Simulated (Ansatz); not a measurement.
# CoF (triplet): from a generated start to a stationary point

Aim: relax a generated start of CoF (triplet) and see which bonds hold.

The runs use Ansatz 0.2.0, Gaussian basis; UKS PBE0/def2-TZVP.

**1. The starting structure**

2 atoms, charge 0, spin multiplicity 3.

Atoms are counted from 1 here; the program's logs count them from 0.

Bond lengths: Co1–F2 1.830 Å.

The start is set by covalent radii. Sticks and bond lists go by distance. 

**2. The run**

Contents of in.yaml:

```yaml
crystal:
  periodic: [false, false, false]
  atoms:
    - {symbol: Co, position_ang: [0.000000, 0.000000, 0.000000]}
    - {symbol: F, position_ang: [0.000000, 0.000000, 1.830000]}
basis:
  gaussian: {orbitals: def2-TZVP}
magnetization: {spin_polarized: true, initial_magnetization: 2}
hamiltonian: {xc: pbe0}
relax: {f_tol: 0.004, max_steps: 80}
```

The run is started by

```
ansatz run in.yaml --threads 1 --pin off --events-out ev --progress --plain --max-ram 2176MiB
```

Before running it: what results should come out? Wanted: energy gained; shift from the start; total energy; dipole moment; ⟨S²⟩.

As calculated:

```
                  quantity           value
                     steps               5
             energy gained        0.066 eV
shift from the start (rms)         0.042 Å
              total energy  -40336.0997 eV
             dipole moment          4.68 D
                      ⟨S²⟩           2.344
```

What this shows: The bonds of the start are those of the end. Co1–F2 went from 1.830 to 1.746 Å. The determinant is spin-contaminated (excess 0.34). No vibrations were run, so this is a stationary point, not a proven minimum, and this spin need not be the ground state's.
